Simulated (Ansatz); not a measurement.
# CHGeSi: the cost of one run

Program: Ansatz 0.2.0, Gaussian basis. Level of theory: the settings change from run to run. These are calculated values, not measurements.

19 further runs of the same task are left out: 11 that didn't finish, 8 set aside as unsound or not needed. Runs told in other sessions of the task aren't counted.

## (1) The system

The geometry is a PBE0/def2-TZVP stationary point (not a proven minimum) of the parent state, kept for this charge and spin. No spin-orbit coupling is included. The filled d shell of Ge may be among the frozen orbitals whatever the setting's name suggests.

4 atoms, charge 0, spin multiplicity 4.

Atoms are counted from 1 here; the program's logs count them from 0.

Bond lengths: C1–Si2 1.731 Å, C1–Ge3 1.847 Å, Si2–Ge3 2.493 Å, Si2–H4 1.503 Å. Angles: Si2–C1–Ge3 88.3°, C1–Si2–Ge3 47.8°, C1–Si2–H4 124.3°, Ge3–Si2–H4 172.1°, C1–Ge3–Si2 43.9°.

## (2) MRCISD+Q(relaxed)(11,8)/STO-3G

in.yaml

```yaml
crystal:
  periodic: [false, false, false]
  atoms:
    - {symbol: C, position_ang: [0.000000, -1.107900, 0.611089]}
    - {symbol: Si, position_ang: [0.000000, 0.245705, 1.689545]}
    - {symbol: Ge, position_ang: [0.000000, 0.086328, -0.798527]}
    - {symbol: H, position_ang: [0.000000, 0.133981, 3.188382]}
basis:
  gaussian: {orbitals: STO-3G}
magnetization: {spin_polarized: false, initial_magnetization: 3}
correlation: {method: fic_mrcisd_q_relaxed, electrons: all, active_space: {window: {electrons: 11, orbitals: 8}}}
```

The run is started by

```bash
$ ansatz run in.yaml --threads 1 --pin off --events-out ev --progress --plain --max-ram 2393MiB
```

Q: Estimate wall time and peak memory on 1 thread of Arm Neoverse V1, shared host.

About 16 s, with a peak of 0.27 GiB.
